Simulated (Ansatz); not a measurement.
# CH3Ga: the cost of one run

The runs use Ansatz 0.2.0, Gaussian basis; the settings change from run to run.

20 further runs of the same task are left out: 2 for a known fault of the program, 7 that didn't finish, 11 set aside as unsound or not needed. Runs told in other sessions of the task aren't counted.

## 1. The system

The geometry is a PBE0/def2-TZVP stationary point (not a proven minimum) of the parent state, kept for this charge and spin. No spin-orbit coupling is included. The filled d shell of Ga may be among the frozen orbitals whatever the setting's name suggests.

5 atoms, charge 0, spin multiplicity 1.

Atoms are counted from 1 here; the program's logs count them from 0.

Bond lengths: C1–Ga2 1.914 Å, C1–H3 1.085 Å, Ga2–H4 1.568 Å, Ga2–H5 1.562 Å. Angles: Ga2–C1–H3 154.1°, C1–Ga2–H4 118.8°, C1–Ga2–H5 118.2°, H4–Ga2–H5 123.0°.

## 2. CCSDT(Q)/B on UHF/6-31G

in.yaml reads:

```yaml
crystal:
  periodic: [false, false, false]
  atoms:
    - {symbol: C, position_ang: [0.000000, -0.088918, 1.623428]}
    - {symbol: Ga, position_ang: [0.000000, 0.009148, -0.287682]}
    - {symbol: H, position_ang: [0.000000, 0.334283, 2.622499]}
    - {symbol: H, position_ang: [0.000000, 1.420032, -0.970828]}
    - {symbol: H, position_ang: [0.000000, -1.327540, -1.096565]}
basis:
  gaussian: {orbitals: 6-31G, point_charges: [{charge: -0.50, position_ang: [3.419, -0.669, -0.675]}]}
magnetization: {spin_polarized: true, initial_magnetization: 0}
correlation: {method: ccsdt_q_b, electrons: outside_noble_gas}
scf: {lower_state_search: off}
```

Run with:

```sh
ansatz run in.yaml --threads 1 --pin off --events-out ev --progress --plain --max-ram 2393MiB
```

**Question.** How long does this run take on 1 thread of Intel Xeon 6975P-C, shared host, and how much memory does it need?

About 14 s, with a peak of 0.29 GiB.
